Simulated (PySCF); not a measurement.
# CH₁₁PSi₃: magnetic properties

What do calculations give for the magnetic properties of CH₁₁PSi₃ (`C[SiH2][Si@H]([SiH3])P`)?

Computed with PySCF 2.14.0 and routines of our own; the level stands in each step. Atoms count from 0.

### Step 1. The starting structure

16 atoms, charge 0, multiplicity 1; geometry from: GFN2-xTB.

### Step 2. Magnetic properties: GIAO CAM-B3LYP/pcSseg-1

Job settings and geometry (Å):

```
{"job": {"kind": "mag", "xc": "CAM-B3LYP", "basis": "pcSseg-1", "isotopologues": 2}, "charge": 0, "multiplicity": 1}
C     -2.193048    -1.280613    -0.058067
Si    -1.455079     0.354426     0.565018
Si     0.593068     0.704379    -0.522958
Si     2.134580    -1.049897    -0.572895
P      1.686893     2.496937     0.290624
H     -2.400097    -1.237063    -1.123170
H     -1.512318    -2.110315     0.109129
H     -3.124770    -1.513266     0.447558
H     -2.455910     1.413691     0.351835
H     -1.296195     0.258935     2.026946
H      0.336101     1.148705    -1.912256
H      1.462596    -2.263551    -1.045904
H      3.292893    -0.842983    -1.442897
H      2.660733    -1.358449     0.760372
H      1.708372     2.038820     1.592371
H      0.554584     3.249187     0.522884
```

With the program's defaults for keys left out, this is: GIAO CAM-B3LYP/pcSseg-1 magnetisability, rotational g tensor and spin-rotation constants, non-relativistic, gas phase.

On the command line:

```console
> OMP_NUM_THREADS=1 python excited_run.py task.json out
```

This one command runs all jobs of the session in turn.

Log:

```text
coarse grid: 14408 points
cycle   1  E = -1254.4411361401  dE = -9.890e-02  |g| = 3.062e-01  |ddm| = 3.412e+00
cycle   2  E = -1254.4548925557  dE = -1.376e-02  |g| = 2.446e-01  |ddm| = 5.117e-01
cycle   3  E = -1254.4705337359  dE = -1.564e-02  |g| = 2.917e-02  |ddm| = 2.403e-01
cycle   4  E = -1254.4708043716  dE = -2.706e-04  |g| = 9.732e-03  |ddm| = 5.064e-02
cycle   5  E = -1254.4708315045  dE = -2.713e-05  |g| = 2.576e-03  |ddm| = 1.527e-02
cycle   6  E = -1254.4708331676  dE = -1.663e-06  |g| = 4.373e-04  |ddm| = 4.277e-03
final grid: 118008 points
cycle   7  E = -1254.4957211010  dE = -9.662e-06  |g| = 2.472e-03  |ddm| = 1.032e-02
cycle   8  E = -1254.4957214642  dE = -3.631e-07  |g| = 2.052e-03  |ddm| = 3.879e-03
cycle   9  E = -1254.4957224339  dE = -9.698e-07  |g| = 2.036e-04  |ddm| = 1.600e-03
cycle  10  E = -1254.4957224431  dE = -9.136e-09  |g| = 4.009e-05  |ddm| = 2.511e-04
cycle  11  E = -1254.4957224435  dE = -4.611e-10  |g| = 7.531e-06  |ddm| = 8.390e-05
converged SCF energy = -1254.4957224435

Magnetisability tensor (1e-30 J/T^2)
    -1630.38      -23.54      -28.41
      -23.54    -1691.03       -8.79
      -28.41       -8.79    -1636.52
isotropic -1652.64   principal values   -1704.16  -1650.60  -1603.17
isotropic susceptibility -99.524 1e-6 cm^3/mol

Inertial axes            a          b          c
rot. const./GHz      1.8707     1.1746     0.7720
chi total           -99.859    -99.731    -98.984
chi diamagnetic    -796.694  -1167.016  -1692.042
chi paramagnetic    696.835   1067.285   1593.058
quadrupole/D A       -3.305      1.129      2.176
g nuclear            0.5956     0.5769     0.5693
g electronic        -0.6124    -0.5890    -0.5778
g total             -0.0168    -0.0121    -0.0084

Spin-rotation constants (kHz, H = +C I.J)
atom  isotope        aa         bb         cc
  4    31P        1.804      1.003      0.627
  5     1H       -0.206     -0.135     -0.001
  6     1H       -0.200     -0.023     -0.077
  7     1H       -0.017     -0.123     -0.082
  8     1H       -0.151      0.007     -0.056
  9     1H       -0.173     -0.108      0.028
 10     1H       -0.183     -0.110      0.027
 11     1H       -0.042     -0.049     -0.072
 12     1H       -0.021     -0.086     -0.058
 13     1H       -0.180     -0.111      0.022
 14     1H       -0.207     -0.141      0.007
 15     1H       -0.153     -0.014     -0.095
  0    13C*       0.202      0.129      0.076
  1   29Si*      -0.983     -0.679     -0.452
  2   29Si*      -0.946     -0.617     -0.417
  3   29Si*      -0.965     -0.580     -0.386
* in the singly substituted isotopologue

Isotopologues: g along a, b, c
2H    at 5,6,7,8,9,10,1    -0.0142    -0.0105    -0.0074
13C   at 0                 -0.0168    -0.0118    -0.0083
```

Run time: 32 s. Hardware: 1 thread of Arm Neoverse V2, shared host; peak memory 0.89 GiB.

In short:

```
              quantity                      value
       magnetisability           -1653·10⁻³⁰ J/T²
  molar susceptibility         -99.5·10⁻⁶ cm³/mol
rotational g (a, b, c)  -0.0168, -0.0121, -0.0084
```

### Step 3. Magnetic properties: GIAO wB97X/pcseg-1 in acetone

Settings changed since step 2:

```diff
@@ -1,2 +1,2 @@
-{"job": {"kind": "mag", "xc": "CAM-B3LYP", "basis": "pcSseg-1", "isotopologues": 2}, "charge": 0, "multiplicity": 1}
+{"job": {"kind": "mag", "xc": "wB97X", "basis": "pcseg-1", "solvent": "acetone"}, "charge": 0, "multiplicity": 1}
 C     -2.193048    -1.280613    -0.058067
```

Method: GIAO wB97X/pcseg-1 magnetisability, non-relativistic, IEF-PCM acetone.

Log:

```text
coarse grid: 14408 points
cycle   1  E = -1254.3972259490  dE = -9.137e-02  |g| = 2.525e-01  |ddm| = 3.732e+00
cycle   2  E = -1254.4224896554  dE = -2.526e-02  |g| = 1.125e-01  |ddm| = 5.454e-01
cycle   3  E = -1254.4267181512  dE = -4.228e-03  |g| = 3.487e-02  |ddm| = 1.965e-01
cycle   4  E = -1254.4272258721  dE = -5.077e-04  |g| = 8.743e-03  |ddm| = 8.096e-02
cycle   5  E = -1254.4272607580  dE = -3.489e-05  |g| = 1.787e-03  |ddm| = 2.369e-02
cycle   6  E = -1254.4272633709  dE = -2.613e-06  |g| = 5.105e-04  |ddm| = 9.056e-03
final grid: 118008 points
cycle   7  E = -1254.4706617135  dE = -4.011e-05  |g| = 2.401e-03  |ddm| = 2.244e-02
cycle   8  E = -1254.4706639397  dE = -2.226e-06  |g| = 9.401e-04  |ddm| = 6.926e-03
cycle   9  E = -1254.4706642628  dE = -3.231e-07  |g| = 3.017e-04  |ddm| = 2.025e-03
cycle  10  E = -1254.4706643100  dE = -4.713e-08  |g| = 9.297e-05  |ddm| = 1.057e-03
cycle  11  E = -1254.4706643138  dE = -3.858e-09  |g| = 2.303e-05  |ddm| = 2.711e-04
cycle  12  E = -1254.4706643143  dE = -4.802e-10  |g| = 3.784e-06  |ddm| = 1.507e-04
converged SCF energy = -1254.4706643143

Magnetisability tensor (1e-30 J/T^2)
    -1640.94      -23.76      -27.22
      -23.76    -1702.82      -10.17
      -27.22      -10.17    -1650.41
isotropic -1664.73   principal values   -1716.52  -1661.36  -1616.30
isotropic susceptibility -100.252 1e-6 cm^3/mol

Inertial axes            a          b          c
rot. const./GHz      1.8707     1.1746     0.7720
chi total          -100.525   -100.490    -99.741
chi diamagnetic    -794.608  -1166.395  -1691.497
chi paramagnetic    694.082   1065.905   1591.756
quadrupole/D A       -5.006      1.915      3.091
```

Wall time 26 s (1 thread of Arm Neoverse V2, shared host); peak memory 0.89 GiB.

From this job:

```
            quantity                value
     magnetisability     -1665·10⁻³⁰ J/T²
molar susceptibility  -100.3·10⁻⁶ cm³/mol
```

### Step 4. Magnetic properties: GIAO HSE06/3-21G

Settings changed since step 3:

```diff
@@ -1,2 +1,2 @@
-{"job": {"kind": "mag", "xc": "wB97X", "basis": "pcseg-1", "solvent": "acetone"}, "charge": 0, "multiplicity": 1}
+{"job": {"kind": "mag", "xc": "HSE06", "basis": "3-21G"}, "charge": 0, "multiplicity": 1}
 C     -2.193048    -1.280613    -0.058067
```

With the program's defaults for keys left out, this is: GIAO HSE06/3-21G magnetisability, rotational g tensor and spin-rotation constants, non-relativistic, gas phase.

Log:

```text
coarse grid: 14408 points
cycle   1  E = -1247.3723179062  dE = -8.164e-01  |g| = 3.080e-01  |ddm| = 3.373e+00
cycle   2  E = -1247.3627473454  dE =  9.571e-03  |g| = 3.554e-01  |ddm| = 8.423e-01
cycle   3  E = -1247.4000080024  dE = -3.726e-02  |g| = 1.819e-02  |ddm| = 4.617e-01
cycle   4  E = -1247.4000999266  dE = -9.192e-05  |g| = 8.063e-03  |ddm| = 4.401e-02
cycle   5  E = -1247.4001243672  dE = -2.444e-05  |g| = 1.349e-03  |ddm| = 1.695e-02
cycle   6  E = -1247.4001250385  dE = -6.713e-07  |g| = 3.913e-04  |ddm| = 3.792e-03
final grid: 118008 points
cycle   7  E = -1247.4651831164  dE = -1.065e-05  |g| = 2.859e-03  |ddm| = 1.609e-02
cycle   8  E = -1247.4651818660  dE =  1.250e-06  |g| = 3.517e-03  |ddm| = 6.495e-03
cycle   9  E = -1247.4651852243  dE = -3.358e-06  |g| = 1.054e-04  |ddm| = 3.837e-03
cycle  10  E = -1247.4651852370  dE = -1.268e-08  |g| = 4.173e-05  |ddm| = 3.785e-04
cycle  11  E = -1247.4651852377  dE = -7.321e-10  |g| = 1.225e-05  |ddm| = 1.175e-04
converged SCF energy = -1247.4651852377

Magnetisability tensor (1e-30 J/T^2)
    -1862.51      -39.79      -23.73
      -39.79    -1924.37      -22.82
      -23.73      -22.82    -1838.43
isotropic -1875.10   principal values   -1952.33  -1849.16  -1823.83
isotropic susceptibility -112.921 1e-6 cm^3/mol

Inertial axes            a          b          c
rot. const./GHz      1.8707     1.1746     0.7720
chi total          -114.620   -113.399   -110.745
chi diamagnetic    -796.125  -1167.950  -1692.016
chi paramagnetic    681.505   1054.551   1581.271
quadrupole/D A       -4.463      2.523      1.940
g nuclear            0.5956     0.5769     0.5693
g electronic        -0.5989    -0.5819    -0.5735
g total             -0.0033    -0.0050    -0.0042

Spin-rotation constants (kHz, H = +C I.J)
atom  isotope        aa         bb         cc
  4    31P        1.366      0.741      0.482
  5     1H       -0.227     -0.144     -0.006
  6     1H       -0.221     -0.034     -0.081
  7     1H       -0.044     -0.131     -0.087
  8     1H       -0.174     -0.010     -0.063
  9     1H       -0.193     -0.120      0.018
 10     1H       -0.204     -0.120      0.017
 11     1H       -0.065     -0.067     -0.079
 12     1H       -0.044     -0.101     -0.066
 13     1H       -0.200     -0.123      0.013
 14     1H       -0.229     -0.158      0.000
 15     1H       -0.177     -0.030     -0.104
  0    13C*       0.131      0.086      0.049
  1   29Si*      -0.725     -0.515     -0.347
  2   29Si*      -0.676     -0.455     -0.324
  3   29Si*      -0.735     -0.443     -0.290
* in the singly substituted isotopologue
```

Wall time 15 s (1 thread of Arm Neoverse V2, shared host); peak memory 0.53 GiB.

Key values:

```
              quantity                      value
       magnetisability           -1875·10⁻³⁰ J/T²
  molar susceptibility        -112.9·10⁻⁶ cm³/mol
rotational g (a, b, c)  -0.0033, -0.0050, -0.0042
```

### Step 5. The levels compared

```
                  level  ξ (10⁻³⁰ J/T²)     g(a)     g(b)  gap (eV)  functions  time
GIAO CAM-B3LYP/pcSseg-1           -1653  -0.0168  -0.0121      8.77        168  32 s
       GIAO HSE06/3-21G           -1875  -0.0033  -0.0050      5.93         83  15 s
```

### Step 6. What came out

```
                                                quantity                      value
       magnetisability (step 2, GIAO CAM-B3LYP/pcSseg-1)           -1653·10⁻³⁰ J/T²
  molar susceptibility (step 2, GIAO CAM-B3LYP/pcSseg-1)         -99.5·10⁻⁶ cm³/mol
rotational g (a, b, c) (step 2, GIAO CAM-B3LYP/pcSseg-1)  -0.0168, -0.0121, -0.0084
                         magnetisability over the levels  -1875 to -1653·10⁻³⁰ J/T²
```

In words: The magnetisability spreads by 12.6 % over 2 levels, from GIAO HSE06/3-21G (15 s) to GIAO CAM-B3LYP/pcSseg-1 (32 s); the runs took 15 s to 32 s. Two levels can agree by chance, so this spread shows no convergence. Vibrational averaging and real surroundings are missing from these values.
